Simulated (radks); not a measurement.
# The series with 8 electrons, O to Co¹⁹⁺

An exercise on one series of results from a longer session: the logs are not shown, and one member is left open.

Method: Dirac Kohn-Sham, LDA (Slater exchange, Perdew-Wang correlation), spin-unpolarised, spherical densities, point nucleus; open shells fill j = l - 1/2 first. Code: radks (a radial shooting solver on a logarithmic mesh, Libxc functionals) version 1.

### The atom as given

```
electrons     : 8
ions          : O, F⁺, Ne²⁺, Mg⁴⁺, Al⁵⁺, Si⁶⁺, P⁷⁺, S⁸⁺, Cl⁹⁺, Ar¹⁰⁺, K¹¹⁺, Ca¹²⁺, Sc¹³⁺, Ti¹⁴⁺, V¹⁵⁺, Cr¹⁶⁺, Mn¹⁷⁺, Fe¹⁸⁺, Co¹⁹⁺
configuration : [He] 2s2 2p4
```

Set-up of the first run:

Settings of this run:

```text
Z 8
configuration [He] 2s2 2p4
relativity Dirac
functional lda,pw
spin unpolarised
j_filling energy
nucleus point
c 137.035999084
```

Among the steps run: O.

One of the session's tables, all rows but one given; the rest of the session is left out.

From the orbitals of this run (lengths in bohr):

```
level     <r>  outermost maximum (interpolated)  90 % within
1s1/2  0.2007                             0.130        0.360
2s1/2   1.147                             0.874         1.85
2p1/2       ?                                 ?            ?
2p3/2   1.265                             0.813         2.23
```

**Question.** Estimate the row for 2p1/2.

The run gave: <r>: 1.263; outermost maximum (interpolated): 0.812; 90 % within: 2.22. In the column «<r>» it lies between 2s1/2 (1.147) and 2p3/2 (1.265).
